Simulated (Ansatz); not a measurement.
# Digermane (Ge2H6): vertical ionisation energy

The task here is to estimate one member of a computed series from the others.

Program: Ansatz 0.2.0, Gaussian basis. Level of theory: unrestricted cation, the program's frozen cores in correlated methods. These are calculated values, not measurements.

The runs, in order: UKS PBE-D4/def2-TZVPP; UKS r2SCAN-D4/def2-TZVPP; UKS PBE0-D4/def2-TZVPP; UKS B3LYP-D4/def2-TZVPP; UKS wB97X-V/def2-TZVPP; UKS wB97M-V/def2-TZVPP; UKS B2PLYP/def2-TZVPP; UHF-CCSD(T)/def2-TZVPP; UHF-MP2/def2-QZVPP; extrapolation to the limit; then −ε(HOMO) from the neutral's earlier runs with LDA (SPW92), PBE-D4, revPBE-D4, BLYP-D4, r2SCAN-D4, B97M-V, PBE0-D4, B3LYP-D4, r2SCANh-D4, r2SCAN0-D4, HSE06-D4, BHLYP-D4, CAM-B3LYP-D4, LC-ωPBE, ωB97X-V, ωB97M-V.

## The geometry

An earlier PBE0-D4 in a triple-zeta def2 set relaxation fixed the geometry.

8 atoms, charge 0, spin multiplicity 1.

Atoms are counted from 1 here; the program's logs count them from 0.

Bond lengths: Ge1–Ge2 2.420 Å, Ge1–H3 1.537 Å, Ge1–H4 1.537 Å, Ge1–H5 1.537 Å, Ge2–H6 1.537 Å, Ge2–H7 1.537 Å, Ge2–H8 1.537 Å. Angles: Ge2–Ge1–H3 110.4°, Ge2–Ge1–H4 110.3°, Ge2–Ge1–H5 110.3°, H3–Ge1–H4 108.6°, H3–Ge1–H5 108.6°, H4–Ge1–H5 108.6°, Ge1–Ge2–H6 110.3°, Ge1–Ge2–H7 110.3°, Ge1–Ge2–H8 110.4°, H6–Ge2–H7 108.6°, H6–Ge2–H8 108.6°, H7–Ge2–H8 108.6°.

As a file:

| atom | x (Å) | y (Å) | z (Å) |
| --- | --- | --- | --- |
| Ge1 | -0.5572 | 0.2602 | -1.0411 |
| Ge2 | 0.5803 | -0.2751 | 1.0269 |
| H3 | -0.3512 | -0.8620 | -2.0713 |
| H4 | -2.0650 | 0.4274 | -0.7930 |
| H5 | -0.0087 | 1.5710 | -1.6278 |
| H6 | 0.3599 | 0.8408 | 2.0611 |
| H7 | 2.0906 | -0.4257 | 0.7827 |
| H8 | 0.0435 | -1.5938 | 1.6067 |

Set-up of the first run:

Contents of in.yaml:

```yaml
crystal:
  periodic: [false, false, false]
  atoms:
    - {symbol: Ge, position_ang: [-0.557150, 0.260243, -1.041086]}
    - {symbol: Ge, position_ang: [0.580313, -0.275071, 1.026903]}
    - {symbol: H, position_ang: [-0.351230, -0.862013, -2.071302]}
    - {symbol: H, position_ang: [-2.065039, 0.427355, -0.792983]}
    - {symbol: H, position_ang: [-0.008663, 1.571007, -1.627849]}
    - {symbol: H, position_ang: [0.359866, 0.840798, 2.061070]}
    - {symbol: H, position_ang: [2.090566, -0.425663, 0.782654]}
    - {symbol: H, position_ang: [0.043535, -1.593756, 1.606694]}
basis:
  gaussian: {orbitals: def2-TZVPP}
total_charge: 1
magnetization: {spin_polarized: true, initial_magnetization: 1}
hamiltonian: {xc: pbe, dispersion: d4}
```

Launch:

```sh
$ ansatz run in.yaml --threads 2 --pin off --events-out ev --progress --plain --max-ram 20480MiB --backend cpu
```

Steps of the session up to this table: Cation, UKS PBE-D4/def2-TZVPP; Cation, UKS r2SCAN-D4/def2-TZVPP; Cation, UKS PBE0-D4/def2-TZVPP; Cation, UKS B3LYP-D4/def2-TZVPP; Cation, UKS wB97X-V/def2-TZVPP; Cation, UKS wB97M-V/def2-TZVPP; Cation, UKS B2PLYP (frozen core)/def2-TZVPP; Cation, UHF-CCSD(T)/def2-TZVPP; Cation, UHF-MP2/def2-QZVPP.

One table of the session follows, with a row left open; its other results are not shown here.

It belongs to the step «Ionisation energies side by side». For comparison, −ε(HOMO) of the neutral from earlier runs:

| functional | −ε(HOMO) (eV) |
| --- | --- |
| LDA (SPW92) | 7.22 |
| PBE-D4 | 7.12 |
| revPBE-D4 | 7.08 |
| BLYP-D4 | 6.97 |
| r2SCAN-D4 | 7.41 |
| B97M-V | 7.50 |
| PBE0-D4 | 8.20 |
| B3LYP-D4 | ? |
| r2SCANh-D4 | 7.80 |
| r2SCAN0-D4 | 8.38 |
| HSE06-D4 | 7.81 |
| BHLYP-D4 | 9.16 |
| CAM-B3LYP-D4 | 9.44 |
| LC-ωPBE | 10.74 |
| ωB97X-V | 10.42 |
| ωB97M-V | 10.23 |

Q: Estimate the row for B3LYP-D4 from the others.

Worked estimate for «−ε(HOMO) (eV)». Against the share of exact exchange, BLYP-D4 (0, 6.97), BHLYP-D4 (0.5, 9.16) give a slope of 4.38 per unit share; at 0.2 the line stands at 7.85.

The run gave: −ε(HOMO) (eV): 7.99. In «−ε(HOMO) (eV)» the line misses by -0.14.
